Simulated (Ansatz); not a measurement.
# Bi: a slab and its surfaces, (100), 4 layers

What do the surfaces of Bi (100), 4 layers cost, and how tightly do they hold an electron? The runs shown use PAW. Its runs: bulk cell relaxed (PAW); bulk in the slab's orientation (PAW); the reference run (PAW); atoms relaxed (PAW); no images along the normal (PAW); core holes in 4f of Bi (PAW).

Method: DFT, PBEsol, PAW with Ansatz's default frozen-core files, scalar-relativistic, in Ansatz 0.2.0.

## Step 1: Starting point

Symmetry: Fm-3m, No. 225, cubic system. Conventional cell: a = 5.040 Å, b = 5.040 Å, c = 5.040 Å, α = 90.00°, β = 90.00°, γ = 90.00°. Around Bi (site symmetry m-3m) lie 12 Bi at 3.56 Å.

As a file:

```
CELL_PARAMETERS angstrom
0.00000 2.51984 2.51984
2.51984 0.00000 2.51984
2.51984 2.51984 0.00000
ATOMIC_POSITIONS crystal
Bi 0.00000 0.00000 0.00000
```

## Step 2: Bulk cell relaxed, PAW

The input, input.yaml:

```yaml
crystal:
  lattice:
    - [0.0, 2.5198420998, 2.5198420998]
    - [2.5198420998, 0.0, 2.5198420998]
    - [2.5198420998, 2.5198420998, 0.0]
  atoms:
    - { symbol: Bi, position: [0.0, 0.0, 0.0] }
kpoints:
  mp_grid: { grid: [15, 15, 15] }
scf:
  occupations: { method: fermi_dirac, width: 0.05 }
hamiltonian:
  xc: pbesol
  pseudopotentials: { kind: paw }
output:
  forces: true
  stress: true
relax:
  f_tol: 0.005
  max_steps: 40
  cell: {}
```

Launch:

```bash
ansatz run input.yaml --threads 1 --pin off --max-ram 3584MiB --backend cpu --events-out ev --progress --plain --runs-dir out
```

After this run come: Bulk in the slab's orientation, PAW; Slab as cut, PAW; Atoms relaxed, PAW; No images along the normal, PAW; Core holes in 4f of Bi, PAW.

Before running it: what results should come out? Wanted: surface energy; work function; outer layer spacing; core-level shifts among the layers.

**Answer**, as computed:

| quantity | value |
| --- | --- |
| surface energy (PAW, relaxed) | 0.43 J/m² |
| work function (PAW, relaxed) | 4.07 eV |
| outer layer spacing (PAW) | 2.47 → 2.24 Å |
| core-level shifts among the layers (PAW holes) | Bi1 +0.00, Bi2 +0.22 eV |

What this shows: By PAW the surface costs 0.47 J/m² as cut and 0.43 J/m² relaxed. The outermost spacing changes by -9.3 % (PAW). Thickness wasn't converged, and no reconstruction was sought. Spin-orbit coupling is left out, though the cell holds Bi; in elements this heavy it can shift bands and gaps by tenths of an eV.
